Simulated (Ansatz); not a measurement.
**B5W2: one candidate structure**

Aim: relax B5W2 from this start, structure reported for this formula (R-3m, No. 166), and see where it ends.

Program: Ansatz 0.2.0. Level of theory: DFT PBE, scalar-relativistic, plane waves, PAW. These are calculated values, not measurements.

## (1) The structure to begin with

Symmetry: R-3m, No. 166, trigonal system. The conventional cell has a = 3.011 Å, b = 3.011 Å, c = 20.930 Å, α = 90.00°, β = 90.00°, γ = 120.00°. Around B (site symmetry 3m) lie 6 B at 1.78 to 1.92 Å and 4 W at 2.31 to 2.32 Å. B (site symmetry 3m) has 3 B at 1.74 Å and 6 W at 2.34 to 2.35 Å as nearest neighbours. B (site symmetry -3m) has 6 B at 1.78 Å as nearest neighbours. Around W (site symmetry 3m) lie 13 B at 2.31 to 2.59 Å.

Coordinates:

```cif
data_structure
_symmetry_space_group_name_H-M 'R-3m:H'
_symmetry_Int_Tables_number 166
_cell_length_a 3.0110
_cell_length_b 3.0110
_cell_length_c 20.9300
_cell_angle_alpha 90.000
_cell_angle_beta 90.000
_cell_angle_gamma 120.000
_cell_volume 164.33
loop_
_atom_site_label
_atom_site_type_symbol
_atom_site_symmetry_multiplicity
_atom_site_Wyckoff_symbol
_atom_site_fract_x
_atom_site_fract_y
_atom_site_fract_z
_atom_site_occupancy
B1 B 6 c 0.33333 0.66667 0.85267 1
B2 B 6 c 0.33333 0.66667 0.99967 1
B3 B 3 b 0.66667 0.33333 0.83333 1
W1 W 6 c 0.33333 0.66667 0.74167 1
```

(A quick probe on a coarse mesh, which set the mesh and smearing, is not shown.)

## (3) Rough relaxation on the coarse mesh

Contents of input.yaml:

```yaml
crystal:
  lattice:
    - [1.5054994607, 0.8692005189, 6.97667]
    - [-1.5054994607, 0.8692005189, 6.97667]
    - [0.0, -1.7384010378, 6.97667]
  atoms:
    - { symbol: B, position: [0.186, 0.186, 0.186] }
    - { symbol: B, position: [0.814, 0.814, 0.814] }
    - { symbol: B, position: [0.333, 0.333, 0.333] }
    - { symbol: B, position: [0.667, 0.667, 0.667] }
    - { symbol: B, position: [0.5, 0.5, 0.5] }
    - { symbol: W, position: [0.075, 0.075, 0.075] }
    - { symbol: W, position: [0.925, 0.925, 0.925] }
basis:
  ecutwfc: 420
kpoints:
  mp_grid: { grid: [6, 6, 6] }
hamiltonian:
  xc: pbe
scf:
  occupations: { method: gaussian, width: 0.1 }
  lower_state_search: "off"
output:
  forces: true
  stress: true
  eigenvalues: true
relax:
  adjacent_minimum: "off"
  f_tol: 0.04
  max_steps: 70
  cell: { stress_tol: 0.4 }
```

Launch:

```
> ansatz run input.yaml --threads 1 --pin off --max-ram 2560MiB --backend cpu --events-out ev --progress --plain --runs-dir out
```

The session goes on with these runs: full relaxation.

Before running it: what results should come out?

The runs gave:

Formation energies count from the elements, computed with the same settings in runs not shown here.

| quantity | value |
| --- | --- |
| cell (conventional) | a = 3.096 Å, b = 3.096 Å, c = 21.394 Å, α = 90.00°, β = 90.00°, γ = 120.00° |
| space group | R-3m (No. 166) |
| volume | 8.46 Å³/atom |
| gap on the mesh | none (metal) |
| formation energy from the elements | +0.251 eV/atom |

In words: The space group stayed R-3m, and from the first guess the volume went from 7.83 to 8.46 Å³/atom. The formation energy of +0.25 eV/atom is positive, so the elements lie lower than this structure; another structure of the compound can lie lower. The runs treat W without spin-orbit coupling.
